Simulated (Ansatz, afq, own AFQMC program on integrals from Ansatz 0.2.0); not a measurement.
**ZrSiH3 (quartet): AFQMC on the coupled-cluster ladder, def2-SVP**

Aim: compute ZrSiH3 (quartet) with auxiliary-field quantum Monte Carlo on the same integrals as coupled cluster, and set the energies side by side.

The runs use Ansatz 0.2.0, Gaussian basis, and an in-house AFQMC program (afq) on its integrals; all values are calculated; def2-SVP, frozen cores.

To be run: PBE (unrestricted); CCSD(T) on UHF; r2SCAN (unrestricted); CCSDT(Q) on UHF; PBE0 (unrestricted); B3LYP (unrestricted); wB97M-V (unrestricted); B2PLYP (unrestricted); Phaseless AFQMC, CISD trial on UHF.

1 further run of the same task is left out (it didn't finish).

## (1) The system

The geometry is a PBE0/def2-TZVP stationary point (not a proven minimum) of the parent state, kept for this charge and spin. No spin-orbit coupling is included. Elements past krypton take def2 core potentials.

5 atoms, charge 0, spin multiplicity 4.

Atoms are counted from 1 here; the program's logs count them from 0.

Bond lengths: Zr1–Si2 2.696 Å, Si2–H3 1.502 Å, Si2–H4 1.499 Å, Si2–H5 1.499 Å. Angles: Zr1–Si2–H3 108.5°, Zr1–Si2–H4 115.3°, Zr1–Si2–H5 115.3°, H3–Si2–H4 105.6°, H3–Si2–H5 105.6°, H4–Si2–H5 105.6°.

As a file:

```csv
atom,x (Å),y (Å),z (Å)
Zr1,0.0002,0.0000,0.7001
Si2,0.0039,0.0000,-1.9960
H3,-1.4200,0.0000,-2.4751
H4,0.6454,1.1943,-2.6364
H5,0.6454,-1.1943,-2.6364
```

## (2) PBE (unrestricted)

Contents of in.yaml:

```yaml
crystal:
  periodic: [false, false, false]
  atoms:
    - {symbol: Zr, position_ang: [0.000228, 0.000000, 0.700135]}
    - {symbol: Si, position_ang: [0.003895, 0.000000, -1.996032]}
    - {symbol: H, position_ang: [-1.420000, 0.000000, -2.475091]}
    - {symbol: H, position_ang: [0.645437, 1.194272, -2.636447]}
    - {symbol: H, position_ang: [0.645437, -1.194272, -2.636447]}
basis:
  gaussian: {orbitals: def2-SVP}
magnetization: {spin_polarized: true, initial_magnetization: 3}
hamiltonian: {xc: {name: PBE}}
output: {orbitals: {seedname: orbitals}}
```

Command:

```console
$ ansatz run in.yaml --threads 1 --pin off --events-out ev --progress --plain --max-ram 8192MiB --backend cpu
```

Output:

```text
Functional definition: PBE
  name "PBE"
  cite "Perdew, Burke & Ernzerhof, Phys. Rev. Lett. 77, 3865 (1996) doi:10.1103/PhysRevLett.77.3865"
  parent pbe
  parameter kappa = 0.804
  parameter beta = 0.06672455060314922
  exchange = pbe_x(kappa = kappa, mu = beta*pi^2/3)
  correlation = pbe_c(beta = beta)
648 factors; their error is unknown
mean field evaluation 1: about -9192.8780 eV, gradient 1.7e1 eV
mean field evaluation 2: about -9178.7304 eV, gradient 3.7e1 eV
mean field evaluation 4: about -9195.9572 eV, gradient 5.0e0 eV
mean field evaluation 8: about -9196.1856 eV, gradient 1.5e-1 eV
mean field evaluation 16: about -9196.1418 eV, gradient 8.2e-4 eV
mean field evaluation 32: about -9196.0056 eV, gradient 2.3e0 eV
mean field evaluation 64: about -9195.9040 eV, gradient 2.1e0 eV
mean field evaluation 96: about -9195.9985 eV, gradient 2.5e-1 eV
mean field evaluation 128: about -9194.1317 eV, gradient 7.0e0 eV
mean field evaluation 160: about -9194.1176 eV, gradient 2.7e0 eV
mean field -9196.14184597 eV, -337.9519794706 hartree, gradient 8.6e-6 eV, S^2 3.756812; 11 other end points of the search recorded, 0 dependent functions left out
reference -9196.14189470 eV, -337.9519812615 hartree; 16, 13 occupied and 48, 51 virtual orbitals, 648 factors
Total energy: -9196.14189470 eV, -337.9519812615 hartree
```

It took 26 s on 1 thread of AMD EPYC 7R13 (Zen 3), shared host; peak memory 1.7 GiB.

From the report: ⟨S²⟩ of the determinant 3.757 (pure quartet: 3.75).

## (3) CCSD(T) on UHF

in.yaml: that of step 2 with these lines changed.

```diff
@@ -11,3 +11,2 @@
 magnetization: {spin_polarized: true, initial_magnetization: 3}
-hamiltonian: {xc: {name: PBE}}
-output: {orbitals: {seedname: orbitals}}
+correlation: {method: ccsd_t, electrons: outside_noble_gas, hamiltonian_folder: ham}
```

Command:

```console
$ ansatz run in.yaml --threads 1 --pin off --events-out ev --progress --plain --max-ram 24576MiB --backend cuda --devices 0, --max-vram 18GiB
```

Output, cut to the lines that bear on the results:

```text
Functional definition: HF
  name "HF"
  cite "Fock, Z. Phys. 61, 126 (1930) doi:10.1007/BF01340294"
  parent pbe
[...]
652 factors; integrals over basis functions are off by at most 1.1e-3 eV
[...]
mean field -9170.72826744 eV, -337.0180476854 hartree, gradient 5.1e-6 eV, S^2 3.761273; 39 other end points of the search recorded, 0 dependent functions left out
determinant -9170.72826744 eV, -337.0180476854 hartree, with singles and doubles -9175.49684007 eV, -337.1932894976 hartree
determinant -9170.66764478 eV, -337.0158198440 hartree, with singles and doubles -9175.42023534 eV, -337.1904743255 hartree
determinant -9170.60844637 eV, -337.0136443423 hartree, with singles and doubles -9175.38700216 eV, -337.1892530286 hartree
determinant -9170.59908465 eV, -337.0133003056 hartree, with singles and doubles -9175.37594934 eV, -337.1888468451 hartree
[...]
determinant -9170.54987008 eV, -337.0114917036 hartree, with singles and doubles -9175.38582026 eV, -337.1892095947 hartree
determinant -9170.24553156 eV, -337.0003074693 hartree, with singles and doubles -9175.18995514 eV, -337.1820116843 hartree
determinant -9170.23361569 eV, -336.9998695690 hartree, with singles and doubles -9175.17899416 eV, -337.1816088755 hartree
determinant -9170.16798476 eV, -336.9974576767 hartree, with singles and doubles -9175.08981249 eV, -337.1783315096 hartree
9 core orbitals not correlated: weight in the atoms' cores, before any rotation towards them, 0.999 or more for the frozen orbitals, at most 0.000 for the correlated occupied ones
reference -9170.72826744 eV, -337.0180476854 hartree; 7, 4 occupied and 48, 51 virtual orbitals, 652 factors
second order -3.83039963 eV of doubles, -0.00000000 eV of singles
cycle   1  -4.77197609 eV  change    1.4e-6 eV  update   7.5e-6
perturbative correction -0.13656906 eV, -0.0050188204 hartree
Total energy: -9175.63681259 eV, -337.1984333925 hartree
```

Wall time 36 s (1 × NVIDIA H100 80GB HBM3 with 1 thread of AMD EPYC 7R13 (Zen 3), shared host); peak host memory 1.7 GiB.

From the report: ⟨S²⟩ of the determinant 3.761 (pure quartet: 3.75); correlation -4.9085 eV; T1 0.028; largest double amplitude 0.03.

This run also writes the integrals to the folder ham.

## (4) r2SCAN (unrestricted)

in.yaml: that of step 3 with these lines changed.

```diff
@@ -11,2 +11,2 @@
 magnetization: {spin_polarized: true, initial_magnetization: 3}
-correlation: {method: ccsd_t, electrons: outside_noble_gas, hamiltonian_folder: ham}
+hamiltonian: {xc: {name: r2SCAN}}
```

Command:

```console
$ ansatz run in.yaml --threads 1 --pin off --events-out ev --progress --plain --max-ram 8192MiB --backend cpu
```

Output, cut to the lines that bear on the results:

```text
Functional definition: r2SCAN
  name "r2SCAN"
  cite "Furness, Kaplan, Ning, Perdew & Sun, J. Phys. Chem. Lett. 11, 8208 (2020) doi:10.1021/acs.jpclett.0c02405"
  cite "Furness, Kaplan, Ning, Perdew & Sun, J. Phys. Chem. Lett. 11, 9248 (2020) doi:10.1021/acs.jpclett.0c03077"
  parent r2scan
[...]
648 factors; their error is unknown
[...]
mean field -9200.10281215 eV, -338.0975422927 hartree, gradient 7.8e-6 eV, S^2 3.763911; 12 other end points of the search recorded, 0 dependent functions left out
reference -9200.10283602 eV, -338.0975431699 hartree; 16, 13 occupied and 48, 51 virtual orbitals, 648 factors
Total energy: -9200.10283602 eV, -338.0975431699 hartree
```

Run time: 61 s. Hardware: 1 thread of AMD EPYC 7R13 (Zen 3), shared host; peak memory 1.7 GiB.

From the report: ⟨S²⟩ of the determinant 3.764 (pure quartet: 3.75).

## (5) CCSDT(Q) on UHF

in.yaml: that of step 4 with these lines changed.

```diff
@@ -11,2 +11,2 @@
 magnetization: {spin_polarized: true, initial_magnetization: 3}
-hamiltonian: {xc: {name: r2SCAN}}
+correlation: {method: ccsdt_q, electrons: outside_noble_gas}
```

Command:

```console
$ ansatz run in.yaml --threads 1 --pin off --events-out ev --progress --plain --max-ram 24576MiB --backend cuda --devices 0, --max-vram 18GiB
```

Output, cut to the lines that bear on the results:

```text
Functional definition: HF
  name "HF"
  cite "Fock, Z. Phys. 61, 126 (1930) doi:10.1007/BF01340294"
  parent pbe
[...]
1122 factors; integrals over basis functions are off by at most 2.1e-7 eV
[...]
mean field -9170.72829316 eV, -337.0180486307 hartree, gradient 4.9e-6 eV, S^2 3.761273; 37 other end points of the search recorded, 0 dependent functions left out
determinant -9170.72829316 eV, -337.0180486307 hartree, with singles and doubles -9175.49684914 eV, -337.1932898307 hartree
determinant -9170.66766986 eV, -337.0158207655 hartree, with singles and doubles -9175.42024372 eV, -337.1904746335 hartree
determinant -9170.60847155 eV, -337.0136452678 hartree, with singles and doubles -9175.38701557 eV, -337.1892535214 hartree
determinant -9170.59910987 eV, -337.0133012322 hartree, with singles and doubles -9175.37595770 eV, -337.1888471524 hartree
[...]
determinant -9170.24555839 eV, -337.0003084552 hartree, with singles and doubles -9175.18998057 eV, -337.1820126187 hartree
determinant -9170.23364224 eV, -336.9998705446 hartree, with singles and doubles -9175.17901769 eV, -337.1816097405 hartree
determinant -9170.16801090 eV, -336.9974586373 hartree, with singles and doubles -9175.08986387 eV, -337.1783333978 hartree
9 core orbitals not correlated: weight in the atoms' cores, before any rotation towards them, 0.999 or more for the frozen orbitals, at most 0.000 for the correlated occupied ones
reference -9170.72829316 eV, -337.0180486307 hartree; 7, 4 occupied and 48, 51 virtual orbitals, 1122 factors
second order -3.83041220 eV of doubles, -0.00000000 eV of singles
cycle   1  -4.48458870 eV  change   -6.5e-1 eV  update   7.9e-2
[...]
cycle  44  -4.94399959 eV  change   -6.3e-8 eV  update   1.1e-6
perturbative correction -0.00699595 eV, -0.0002570964 hartree
Total energy: -9175.67928869 eV, -337.1999943607 hartree
```

It took 55 s on 1 × NVIDIA H100 80GB HBM3 with 1 thread of AMD EPYC 7R13 (Zen 3), shared host; peak host memory 1.7 GiB.

From the report: ⟨S²⟩ of the determinant 3.761 (pure quartet: 3.75); correlation -4.9510 eV; T1 0.032; largest double amplitude 0.07.

## (6) PBE0 (unrestricted)

in.yaml: that of step 5 with these lines changed.

```diff
@@ -11,2 +11,3 @@
 magnetization: {spin_polarized: true, initial_magnetization: 3}
-correlation: {method: ccsdt_q, electrons: outside_noble_gas}
+hamiltonian: {xc: {name: PBE0}}
+output: {orbitals: {seedname: orbitals}}
```

Command:

```console
$ ansatz run in.yaml --threads 1 --pin off --events-out ev --progress --plain --max-ram 8192MiB --backend cpu
```

Output, cut to the lines that bear on the results:

```text
Functional definition: PBE0
  name "PBE0"
  cite "Adamo & Barone, J. Chem. Phys. 110, 6158 (1999) doi:10.1063/1.478522"
  cite "Perdew, Burke & Ernzerhof, Phys. Rev. Lett. 77, 3865 (1996) doi:10.1103/PhysRevLett.77.3865"
  parent pbe
[...]
652 factors; integrals over basis functions are off by at most 1.1e-3 eV
[...]
mean field -9196.49869603 eV, -337.9650934683 hartree, gradient 6.7e-6 eV, S^2 3.758159; 5 other end points of the search recorded, 0 dependent functions left out
reference -9196.49873235 eV, -337.9650948032 hartree; 16, 13 occupied and 48, 51 virtual orbitals, 652 factors
Total energy: -9196.49873235 eV, -337.9650948032 hartree
```

Wall time 9 s (1 thread of AMD EPYC 7R13 (Zen 3), shared host); peak memory 1.7 GiB.

From the report: ⟨S²⟩ of the determinant 3.758 (pure quartet: 3.75).

## (7) B3LYP (unrestricted)

in.yaml: that of step 6 with these lines changed.

```diff
@@ -11,3 +11,2 @@
 magnetization: {spin_polarized: true, initial_magnetization: 3}
-hamiltonian: {xc: {name: PBE0}}
-output: {orbitals: {seedname: orbitals}}
+hamiltonian: {xc: {name: B3LYP}}
```

Launched as before.

Output, cut to the lines that bear on the results:

```text
Functional definition: B3LYP
  name "B3LYP"
  cite "Stephens, Devlin, Chabalowski & Frisch, J. Phys. Chem. 98, 11623 (1994) doi:10.1021/j100096a001"
  cite "Becke, Phys. Rev. A 38, 3098 (1988) doi:10.1103/PhysRevA.38.3098"
  cite "Lee, Yang & Parr, Phys. Rev. B 37, 785 (1988) doi:10.1103/PhysRevB.37.785"
  cite "Vosko, Wilk & Nusair, Can. J. Phys. 58, 1200 (1980) doi:10.1139/p80-159"
[...]
652 factors; integrals over basis functions are off by at most 1.1e-3 eV
[...]
mean field -9201.25963688 eV, -338.1400548176 hartree, gradient 9.8e-6 eV, S^2 3.754199; 5 other end points of the search recorded, 0 dependent functions left out
reference -9201.25987866 eV, -338.1400637027 hartree; 16, 13 occupied and 48, 51 virtual orbitals, 652 factors
Total energy: -9201.25987866 eV, -338.1400637027 hartree
```

Wall time 8.5 s (1 thread of AMD EPYC 7R13 (Zen 3), shared host); peak memory 1.7 GiB.

From the report: ⟨S²⟩ of the determinant 3.754 (pure quartet: 3.75).

## (8) wB97M-V (unrestricted)

in.yaml: that of step 7 with these lines changed.

```diff
@@ -11,2 +11,3 @@
 magnetization: {spin_polarized: true, initial_magnetization: 3}
-hamiltonian: {xc: {name: B3LYP}}
+hamiltonian: {xc: {name: wB97M-V}}
+output: {orbitals: {seedname: orbitals}}
```

Same command.

Output, cut to the lines that bear on the results:

```text
Functional definition: wB97M-V
  name "wB97M-V"
  cite "Mardirossian & Head-Gordon, J. Chem. Phys. 144, 214110 (2016) doi:10.1063/1.4952647"
  cite "Becke, J. Chem. Phys. 107, 8554 (1997) doi:10.1063/1.475007"
  cite "Vydrov & Van Voorhis, J. Chem. Phys. 133, 244103 (2010) doi:10.1063/1.3521275"
  # Of w^i u^j: cxij and so on, Table III.
[...]
  gx(w, u) = 1 - cx + cx01*u + cx10*w
  gss(w, u) = css00 + css04*u^4 + css10*w + css20*w^2 + css43*w^4*u^3
  gos(w, u) = cos00 + cos10*w + (cos20 + cos21*u)*w^2 + (cos60 + cos61*u)*w^6
[...]
      + integral(e_c_pw_mod_opposite_spin*gos(b97_w_opposite, b97_u_opposite)) + vv10(b, c)
652 factors; integrals over basis functions are off by at most 1.1e-3 eV
220 factors; integrals over basis functions are off by at most 4.8e-5 eV
[...]
mean field -9196.73263351 eV, -337.9736905124 hartree, gradient 6.5e-6 eV, S^2 3.754280; 5 other end points of the search recorded, 0 dependent functions left out
reference -9196.73268156 eV, -337.9736922781 hartree; 16, 13 occupied and 48, 51 virtual orbitals, 652 factors
Total energy: -9196.73268156 eV, -337.9736922781 hartree
```

Wall time 35 s (1 thread of AMD EPYC 7R13 (Zen 3), shared host); peak memory 1.7 GiB.

From the report: ⟨S²⟩ of the determinant 3.754 (pure quartet: 3.75).

## (9) B2PLYP (unrestricted)

in.yaml: that of step 8 with these lines changed.

```diff
@@ -11,3 +11,3 @@
 magnetization: {spin_polarized: true, initial_magnetization: 3}
-hamiltonian: {xc: {name: wB97M-V}}
-output: {orbitals: {seedname: orbitals}}
+hamiltonian: {xc: {name: B2PLYP}}
+correlation: {electrons: outside_noble_gas}
```

Launched as before.

Output, cut to the lines that bear on the results:

```text
Functional definition: B2PLYP
  name "B2PLYP"
  cite "Grimme, J. Chem. Phys. 124, 034108 (2006) doi:10.1063/1.2148954"
  cite "Becke, Phys. Rev. A 38, 3098 (1988) doi:10.1103/PhysRevA.38.3098"
  cite "Lee, Yang & Parr, Phys. Rev. B 37, 785 (1988) doi:10.1103/PhysRevB.37.785"
[...]
652 factors; integrals over basis functions are off by at most 1.1e-3 eV
[...]
mean field -9190.63500491 eV, -337.7496067944 hartree, gradient 1.9e-6 eV, S^2 3.756558; 6 other end points of the search recorded, 0 dependent functions left out
9 core orbitals not correlated: weight in the atoms' cores, before any rotation towards them, 0.999 or more for the frozen orbitals, at most 0.000 for the correlated occupied ones
reference -9190.63515709 eV, -337.7496123868 hartree; 7, 4 occupied and 48, 51 virtual orbitals, 652 factors
second order -4.96429482 eV of doubles, -0.00000000 eV of singles
Total energy: -9191.97551669 eV, -337.7988696937 hartree
```

Wall time 13 s (1 thread of AMD EPYC 7R13 (Zen 3), shared host); peak memory 1.7 GiB.

From the report: ⟨S²⟩ of the determinant 3.757 (pure quartet: 3.75).

## (10) Phaseless AFQMC, CISD trial on UHF

It reads the integrals that the CCSD(T) run on this determinant wrote.

Command:

```console
$ afq ham --method phaseless --trial cisd --walkers 4000 --populations 20 --least-time 60 --time-step 0.005 --steps-per-block 50 --equilibration-blocks 40 --max-blocks 4000 --target-error 0.0002 --factor-cut 1e-05 --start spin_pure --seed 696 --release-times 0.24,0.5,1,1.5 --release-step 0.02 --release-every 3 --taylor-order 6
```

Output:

```text
orbitals 55  electrons 7 4  factors 452 of 652
reference energy -337.01804769 Eh
CCSD correlation -0.17536680 Eh in 26 cycles, weight of the determinant in the CISD state 0.8740
energy of the start -337.193279 Eh
 block  time / (1/Eh)  mean weight  energy / Eh
     1     0.250  0.9997  -337.191113
     2     0.500  0.9997  -337.191740
     3     0.750  0.9999  -337.192986
     4     1.000  0.9999  -337.194138
     5     1.250  0.9997  -337.195154
     6     1.500  1.0001  -337.196057
     7     1.750  0.9999  -337.196619
     8     2.000  1.0000  -337.196947
     9     2.250  1.0000  -337.197600
    10     2.500  0.9999  -337.197856
    11     2.750  0.9998  -337.197960
    13     3.250  0.9997  -337.198308
    15     3.750  1.0000  -337.198463
    17     4.250  0.9999  -337.198661
    19     4.750  0.9999  -337.199001
    21     5.250  0.9998  -337.199238
    23     5.750  1.0002  -337.199001
    25     6.250  1.0003  -337.198826
    27     6.750  0.9998  -337.199286
    29     7.250  0.9998  -337.198777
    31     7.750  1.0000  -337.199372
    33     8.250  1.0002  -337.199272
    35     8.750  1.0001  -337.198894
    37     9.250  0.9997  -337.203513
    39     9.750  0.9994  -337.199457
    41    10.250  0.9999  -337.199182
    43    10.750  1.0002  -337.199810
    45    11.250  0.9999  -337.199792
    47    11.750  1.0000  -337.199477
    49    12.250  1.0001  -337.199663
    51    12.750  0.9999  -337.199816
    53    13.250  1.0000  -337.198863
    55    13.750  1.0000  -337.199490
    57    14.250  0.9999  -337.199769
    59    14.750  1.0001  -337.199842
    61    15.250  1.0003  -337.199260
    63    15.750  0.9999  -337.199274
    65    16.250  1.0001  -337.199284
    67    16.750  0.9999  -337.199670
    69    17.250  1.0001  -337.199712
    71    17.750  0.9998  -337.199891
    73    18.250  1.0002  -337.199956
    75    18.750  0.9996  -337.199110
    77    19.250  0.9999  -337.199186
    79    19.750  1.0004  -337.199409
    81    20.250  0.9998  -337.199005
    83    20.750  1.0005  -337.199400
    85    21.250  1.0001  -337.199458
    87    21.750  1.0001  -337.198792
    89    22.250  1.0001  -337.198728
error from the spread of 20 populations
released: time / (1/Eh)  energy / Eh  error  mean overlap
  0.24  -337.199566  0.000108  0.9976
  0.50  -337.199615  0.000095  0.9974
  1.00  -337.199678  0.000109  0.9994
  1.50  -337.199684  0.000104  1.0004
energy -337.199406 +/- 0.000106 Eh
```

Wall time 76 s (1 × NVIDIA H100 80GB HBM3 with 2 threads of AMD EPYC 7R13 (Zen 3), shared host); peak host memory 1.7 GiB.

Energy -9175.6633 ± 0.0029 eV. Caveats: constraint bias not in the error.

## (11) All levels side by side

On the UHF determinant, counted from CCSDT(Q) (a yardstick, not exact):

```csv
level,energy (eV),from CCSDT(Q) (meV),statistical error (meV),time
HF,-9170.7283,+4951.0,,
MP2,-9174.5587,+1120.6,,
CCSD,-9175.5002,+179.0,,
CCSD(T),-9175.6368,+42.5,,
CCSDT(Q),-9175.6793,0.0,,
"Phaseless AFQMC, CISD trial, step 0.005, 4000 walkers",-9175.6633,+16.0,2.9,76 s
```

The functionals' totals stand on their own zeros and serve differences with other points: PBE -9196.142 eV; r2SCAN -9200.103 eV; PBE0 -9196.499 eV; B3LYP -9201.260 eV; wB97M-V -9196.733 eV; B2PLYP -9191.976 eV.

## (12) Outcome

```
                                        quantity            value
                    CCSD(T) on UHF from CCSDT(Q)        +42.5 meV
Phaseless AFQMC, CISD trial on UHF from CCSDT(Q)  +16.0 ± 2.9 meV
```

What this shows: On UHF the phaseless walk with the CISD trial lies +16.0 meV from CCSDT(Q), 6 times its error bar. Error bars are statistical and leave out the constraint, the time step and what remains of the start. Zr carries a core potential, and spin-orbit coupling is left out.
